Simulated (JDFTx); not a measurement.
# TaCo (Pm-3m) in JDFTx: reference runs

How does TaCo come out in PBEsol? The cell is run as given.

Everything below comes from runs of JDFTx 1.7.0 (patched build). Logs are shortened: lines on timing, memory, paths and dates and some standing lists are left out, and cuts for length are marked. The log counts tension as positive stress, the text compression.

### Step 1. The structure

It takes space group Pm-3m (No. 221, cubic). The conventional cell has a = 3.068 Å, b = 3.068 Å, c = 3.068 Å, α = 90.00°, β = 90.00°, γ = 90.00°. Around Ta (site symmetry m-3m) lie 8 Co at 2.66 Å. Co (site symmetry m-3m) has 8 Ta at 2.66 Å as nearest neighbours.

The cell comes from a database or a generator and needn't be the stable form of this composition.

### Step 2. Single point, PBEsol, collinear spin, ferromagnetic start

File TaCo.in:

```
lattice \
    5.7984337511     0.0000000000     0.0000000000 \
    0.0000000000     5.7984337511     0.0000000000 \
    0.0000000000     0.0000000000     5.7984337511
coords-type Lattice
ion Ta     0.0000000000     0.0000000000     0.0000000000 1
ion Co     0.5000000000     0.5000000000     0.5000000000 1

ion-species pseudo/Ta.upf
ion-species pseudo/Co.upf
elec-cutoff 48 384
elec-ex-corr gga-PBEsol
kpoint-folding 9 9 9
elec-smearing Fermi 0.0018374661
elec-n-bands 23
spintype z-spin
initial-magnetic-moments Co 2
elec-initial-magnetization 2 no
electronic-SCF nIterations 100 energyDiffThreshold 1e-09
electronic-minimize nIterations 30 energyDiffThreshold 1e-7
converge-empty-states yes
forces-output-coords Cartesian

dump-name run.$VAR
dump End Ecomponents EigStats BandEigs Kpoints Forces Stress
```

Potentials or basis: PseudoDojo-SR-PBEsol-0.4.1-standard with smoothed tails.

Run with:

```bash
$ jdftx -c 1 -i TaCo.in -o TaCo.out
```

Output:

```text
*************** JDFTx 1.7.0 (patched build) ***************

Input parsed successfully to the following command list (including defaults):
[... the input with its defaults ...]

---------- Setting up symmetries ----------

Found 48 point-group symmetries of the bravais lattice
Found 48 space-group symmetries with basis
Applied RMS atom displacement 0 bohrs to make symmetries exact.

---------- Initializing the Grid ----------
R =
[      5.79843            0            0  ]
[            0      5.79843            0  ]
[            0            0      5.79843  ]
unit cell volume = 194.954
G =
[     1.0836          0          0  ]
[          0     1.0836          0  ]
[          0          0     1.0836  ]
Minimum fftbox size, Smin = [  52  52  52  ]
Chosen fftbox size, S = [  54  54  54  ]

---------- Initializing tighter grid for wavefunction operations ----------
R =
[      5.79843            0            0  ]
[            0      5.79843            0  ]
[            0            0      5.79843  ]
unit cell volume = 194.954
G =
[     1.0836          0          0  ]
[          0     1.0836          0  ]
[          0          0     1.0836  ]
Minimum fftbox size, Smin = [  40  40  40  ]
Chosen fftbox size, S = [  40  40  40  ]

---------- Exchange Correlation functional ----------
Initalized PBEsol GGA exchange.
Initalized PBEsol GGA correlation.

---------- Setting up pseudopotentials ----------
Width of ionic core gaussian charges (only for fluid interactions / plotting) set to 0

Reading pseudopotential file 'pseudo/Ta.upf':
  'Ta' pseudopotential, 'PBESOL' functional
  Generated using ONCVPSP code by D. R. Hamann
  13 valence electrons, 4 orbitals, 8 projectors, 1001 radial grid points, with lMax = 3
    5S    l: 0   occupation:  2.0   eigenvalue: -2.683866
    5P    l: 1   occupation:  6.0   eigenvalue: -1.448529
    5D    l: 2   occupation:  3.0   eigenvalue: -0.133056
    6S    l: 0   occupation:  2.0   eigenvalue: -0.201047
  Core radius for overlap checks: 2.22 bohrs.

Reading pseudopotential file 'pseudo/Co.upf':
  'Co' pseudopotential, 'PBESOL' functional
  Generated using ONCVPSP code by D. R. Hamann
  17 valence electrons, 4 orbitals, 6 projectors, 1001 radial grid points, with lMax = 2
    3S    l: 0   occupation:  2.0   eigenvalue: -3.753490
    3P    l: 1   occupation:  6.0   eigenvalue: -2.407467
    3D    l: 2   occupation:  7.0   eigenvalue: -0.302441
    4S    l: 0   occupation:  2.0   eigenvalue: -0.201732
  Core radius for overlap checks: 1.60 bohrs.

Initialized 2 species with 2 total atoms.

Folded 1 k-points by 9x9x9 to 729 k-points.

---------- Setting up k-points, bands, fillings ----------
Reduced to 35 k-points under symmetry.
Computing the number of bands and number of electrons
Calculating initial fillings.
nElectrons:  30.000000   nBands: 23   nStates: 70

----- Setting up reduced wavefunction bases (one per k-point) -----
average nbasis = 3096.663 , ideal nbasis = 3096.620

---------- Setting up ewald sum ----------
Optimum gaussian width for ewald sums = 2.060863 bohr.
Real space sum over 1331 unit cells with max indices [  5  5  5  ]
Reciprocal space sum over 2197 terms with max indices [  6  6  6  ]

---------- Allocating electronic variables ----------
Initializing wave functions:  linear combination of atomic orbitals
Note: number of bands (23) exceeds available atomic orbitals (20)
Ta pseudo-atom occupations:   s ( 2 2 )  p ( 6 )  d ( 3 )
Co (M=2) pseudo-atom majority spin occupations:   s ( 1 0.5 )  p ( 3 )  d ( 5 )
Co (M=2) pseudo-atom minority spin occupations:   s ( 1 0 )  p ( 3 )  d ( 3.5 )
	FillingsUpdate:  mu: +1.025519979  nElectrons: 30.000000  magneticMoment: [ Abs: 0.07628  Tot: +0.05479 ]
LCAOMinimize: Iter:   0  F: -192.7772891591145026  |grad|_K:  2.994e-02  alpha:  1.000e+00
	FillingsUpdate:  mu: +1.008455756  nElectrons: 30.000000  magneticMoment: [ Abs: 0.08816  Tot: +0.08638 ]
LCAOMinimize: Iter:   1  F: -197.5859955681623035  |grad|_K:  9.410e-03  alpha:  3.387e-01  linmin: -7.818e-02  cgtest:  1.381e+00
LCAOMinimize: Encountered beta<0, resetting CG.
[... 49 lines of inner loops ...]
LCAOMinimize: 	Predicted alpha/alphaT>3.000000, increasing alphaT to 4.849036e-01.
	FillingsUpdate:  mu: +0.739203859  nElectrons: 30.000000  magneticMoment: [ Abs: 1.51626  Tot: +1.50167 ]
LCAOMinimize: Iter:  21  F: -201.4658758563564049  |grad|_K:  3.228e-06  alpha:  5.399e-01  linmin: -1.393e-04  cgtest:  1.874e-02
LCAOMinimize: Converged (|Delta F|<1.000000e-06 for 2 iters).

-------- Electronic minimization -----------
Will mix electronic density at each iteration.
	FillingsUpdate:  mu: +0.739203859  nElectrons: 30.000000  magneticMoment: [ Abs: 1.51626  Tot: +1.50167 ]
	FillingsUpdate:  mu: +0.730064222  nElectrons: 30.000000  magneticMoment: [ Abs: 1.51626  Tot: +1.50167 ]
SCF: Cycle:  0   F: -201.485137965596692   dF: -1.926e-02   |Residual|: 2.573e-01   |deigs|: 6.018e-02
	FillingsUpdate:  mu: +0.685406615  nElectrons: 30.000000  magneticMoment: [ Abs: 1.70754  Tot: +1.68248 ]
SCF: Cycle:  1   F: -200.999485727570828   dF: +4.857e-01   |Residual|: 5.914e-01   |deigs|: 6.245e-02
	FillingsUpdate:  mu: +0.710415766  nElectrons: 30.000000  magneticMoment: [ Abs: 1.42154  Tot: +1.41040 ]
SCF: Cycle:  2   F: -201.551535182320237   dF: -5.520e-01   |Residual|: 5.690e-02   |deigs|: 4.373e-02
	FillingsUpdate:  mu: +0.708329433  nElectrons: 30.000000  magneticMoment: [ Abs: 1.42479  Tot: +1.41548 ]
SCF: Cycle:  3   F: -201.547675578047659   dF: +3.860e-03   |Residual|: 6.983e-02   |deigs|: 5.366e-03
	FillingsUpdate:  mu: +0.705439777  nElectrons: 30.000000  magneticMoment: [ Abs: 1.50995  Tot: +1.49303 ]
SCF: Cycle:  4   F: -201.553231161839761   dF: -5.556e-03   |Residual|: 2.329e-02   |deigs|: 3.804e-03
	FillingsUpdate:  mu: +0.705413317  nElectrons: 30.000000  magneticMoment: [ Abs: 1.59147  Tot: +1.57310 ]
SCF: Cycle:  5   F: -201.553213009986223   dF: +1.815e-05   |Residual|: 2.023e-02   |deigs|: 7.531e-04
	FillingsUpdate:  mu: +0.704868106  nElectrons: 30.000000  magneticMoment: [ Abs: 1.68251  Tot: +1.66695 ]
SCF: Cycle:  6   F: -201.553418401846130   dF: -2.054e-04   |Residual|: 7.082e-03   |deigs|: 1.266e-03
	FillingsUpdate:  mu: +0.704433494  nElectrons: 30.000000  magneticMoment: [ Abs: 1.69828  Tot: +1.68301 ]
SCF: Cycle:  7   F: -201.553439665751597   dF: -2.126e-05   |Residual|: 2.198e-03   |deigs|: 5.730e-04
	FillingsUpdate:  mu: +0.704464182  nElectrons: 30.000000  magneticMoment: [ Abs: 1.71130  Tot: +1.69550 ]
SCF: Cycle:  8   F: -201.553447096595761   dF: -7.431e-06   |Residual|: 1.035e-03   |deigs|: 1.227e-04
	FillingsUpdate:  mu: +0.704501517  nElectrons: 30.000000  magneticMoment: [ Abs: 1.70616  Tot: +1.69034 ]
SCF: Cycle:  9   F: -201.553447635543563   dF: -5.389e-07   |Residual|: 2.601e-04   |deigs|: 6.985e-05
	FillingsUpdate:  mu: +0.704514706  nElectrons: 30.000000  magneticMoment: [ Abs: 1.70640  Tot: +1.69055 ]
SCF: Cycle: 10   F: -201.553447719009256   dF: -8.347e-08   |Residual|: 1.499e-04   |deigs|: 2.090e-05
	FillingsUpdate:  mu: +0.704521643  nElectrons: 30.000000  magneticMoment: [ Abs: 1.70604  Tot: +1.69018 ]
SCF: Cycle: 11   F: -201.553447755595442   dF: -3.659e-08   |Residual|: 4.599e-05   |deigs|: 9.838e-06
	FillingsUpdate:  mu: +0.704523974  nElectrons: 30.000000  magneticMoment: [ Abs: 1.70581  Tot: +1.68993 ]
SCF: Cycle: 12   F: -201.553447761441106   dF: -5.846e-09   |Residual|: 2.758e-05   |deigs|: 4.568e-06
	FillingsUpdate:  mu: +0.704523565  nElectrons: 30.000000  magneticMoment: [ Abs: 1.70602  Tot: +1.69013 ]
SCF: Cycle: 13   F: -201.553447763557187   dF: -2.116e-09   |Residual|: 1.835e-05   |deigs|: 4.550e-06
	FillingsUpdate:  mu: +0.704524532  nElectrons: 30.000000  magneticMoment: [ Abs: 1.70598  Tot: +1.69009 ]
SCF: Cycle: 14   F: -201.553447764514829   dF: -9.576e-10   |Residual|: 4.312e-06   |deigs|: 3.444e-06
	FillingsUpdate:  mu: +0.704524795  nElectrons: 30.000000  magneticMoment: [ Abs: 1.70600  Tot: +1.69010 ]
SCF: Cycle: 15   F: -201.553447764657278   dF: -1.424e-10   |Residual|: 1.723e-06   |deigs|: 3.444e-06
SCF: Converged (|Delta E|<1.000000e-09 for 2 iters).

Setting wave functions to eigenvectors of Hamiltonian
Converging empty states (this may take a while): |deigs|: 4.048e-05

# Stress tensor in Cartesian coordinates [Eh/a0^3]:
[  0.000197524            0            0  ]
[            0  0.000197524            0  ]
[            0            0  0.000197524  ]

# Ionic positions in lattice coordinates:
ion Ta   0.000000000000000   0.000000000000000   0.000000000000000 1
ion Co   0.500000000000000   0.500000000000000   0.500000000000000 1

# Forces in Cartesian coordinates:
force Ta  -0.000000000000000  -0.000000000000000   0.000000000000000 1
force Co   0.000000000000000  -0.000000000000000  -0.000000000000000 1

# Energy components:
   Eewald =     -142.6193706223477307
       EH =       51.0769833232329589
     Eloc =     -154.2157814050460445
      Enl =      -14.3362631670370284
      Exc =      -42.5005194155540664
 Exc_core =       16.3636158188241723
       KE =       84.6784504714526207
-------------------------------------
     Etot =     -201.5528849964750862
       TS =        0.0005627681822059
-------------------------------------
        F =     -201.5534477646572782

IonicMinimize: Iter:   0  F: -201.553447764657278  |grad|_K:       -nan
IonicMinimize: None of the convergence criteria satisfied after 0 iterations.

#--- Lowdin population analysis ---
# oxidation-state Ta -0.067
# magnetic-moments Ta +0.349
# oxidation-state Co +0.398
# magnetic-moments Co +1.352

Dumping 'run.eigStats' ...
	eMin: -2.815428 at state 0 ( [ +0.000000 +0.000000 +0.000000 ] spin 1 )
	HOMO: +0.704185 at state 9 ( [ +0.000000 +0.222222 +0.222222 ] spin 1 )
	mu  : +0.704524
	LUMO: +0.704770 at state 22 ( [ +0.111111 +0.333333 +0.333333 ] spin 1 )
	eMax: +1.316729 at state 35 ( [ +0.000000 +0.000000 +0.000000 ] spin -1 )
	HOMO-LUMO gap: +0.000586
	Optical gap  : +0.015550 at state 9 ( [ +0.000000 +0.222222 +0.222222 ] spin 1 )
Done!
```

Run time: 4 min. Hardware: 1 thread of Intel Xeon Platinum 8488C (Sapphire Rapids), shared host; peak memory 0.3 GiB.

Results:

```yaml
Free_energy: -5484.5487 eV
Pressure: -5.8 GPa
Band_gap_on_the_k_mesh: none (metal or under the smearing width)
Net_moment: 1.69 μB per cell
Absolute_moment: 1.71 μB per cell
Site_moments: Ta +0.35; Co +1.35 μB
```

Levels at points of the mesh, in eV from the Fermi level:
Spin up:
```tsv
k point	band 14	band 15	band 16	band 17	band 18	band 19
(0.00, 0.00, 0.00)	-2.39	-0.20	-0.20	4.02	4.02	4.02
```
Spin down:
| k point | band 11 | band 12 | band 13 | band 14 | band 15 | band 16 | band 17 | band 18 |
| --- | --- | --- | --- | --- | --- | --- | --- | --- |
| (0.00, 0.00, 0.00) | -4.20 | -1.50 | -1.50 | -1.50 | 1.09 | 1.09 | 4.30 | 4.30 |

The run has no spin-orbit coupling, so splittings on Ta are missing.
